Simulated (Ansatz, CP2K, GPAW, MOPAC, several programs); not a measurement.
## What each method gives for Ba2C (antifluorite)

Ba2C in the antifluorite structure, relaxed with r2SCAN in Ansatz, was computed with several methods. The symmetry is Fm-3m (No. 225, cubic); conventional cell a = 7.013 Å, 28.75 Å³ an atom. Around C lie 8 Ba at 3.04 Å; around Ba lie 4 C at 3.04 Å. These are computed values for a spin-unpolarised cell that may be hypothetical; none is a measurement.

```xyz
3
Lattice="0.0000 3.5066 3.5066 3.5066 0.0000 3.5066 3.5066 3.5066 0.0000" Properties=species:S:1:pos:R:3 pbc="T T T"
C     0.0000    0.0000    0.0000
Ba    1.7533    1.7533    1.7533
Ba    5.2600    5.2600    5.2600
```

Gaps and times are for a single point on this cell; volume and bulk modulus come from each method's own relaxation or energy curve at fixed shape. Times are rough, from shared hosts (Arm Neoverse V2), and each method has its own mesh and cell size. PM7 (MOPAC) and PM6 (MOPAC): levels, charges or heat of formation failed a check of plausibility, so no values are given. PM6 (MOPAC), PM7 (MOPAC) treat a cluster of cells at its zone centre, which samples few k points: where these miss a band edge, the gap comes out too large for that reason alone. Gaps from k meshes are read at a limited set of points (mesh, symmetry points, PBE's band edges), so each method's own least gap may be somewhat smaller. xTB and the PM methods were fitted mostly to molecules, and can miss a solid's gap by electronvolts. Minimal bases can be far off for gaps. d marks a direct gap, i an indirect one (no mark: not told apart), a dash a value that wasn't computed or didn't pass its checks.

| method | kind | gap (eV) | own volume (Å³/atom) | bulk modulus (GPa) | atoms computed | processor time |
| --- | --- | --- | --- | --- | --- | --- |
| light PBE (260 eV and a coarse mesh) | light plane-wave | 0 | – | – | 3 | 0.58 s |
| PBE | semilocal | overlap 0.08 | 28.99 | 33 | 3 | 1.9 s |
| r2SCAN | semilocal | 0 | 28.75 | 36 | 3 | 5.5 s |
| PM7 (MOPAC) | semi-empirical | – | – | – | 96 | 6.1 s |
| PBE/SZV (CP2K) | small basis | overlap 0.46 | – | – | 3 | 13 s |
| PBE/DZVP (CP2K) | small basis | overlap 0.12 | 29.54 | 37 | 3 | 27 s |
| PBE/single zeta (GPAW) | small basis | overlap 0.14 | – | – | 3 | 43 s |
| PM6 (MOPAC) | semi-empirical | – | – | – | 96 | 46 s |

Volumes against r2SCAN's: PBE +0.9 %, PBE/DZVP (CP2K) +2.8 %.

Runs without a result: GFN1-xTB (tblite) (single point), GFN2-xTB (tblite) (single point).

With PBE and r2SCAN the bands overlap or touch, or nearly. Semilocal functionals can close a real gap, so this doesn't show a metal; small gaps of other methods may in turn close between the points read or with spin-orbit coupling, and the solid may be a semimetal.

Spin-orbit coupling is left out.
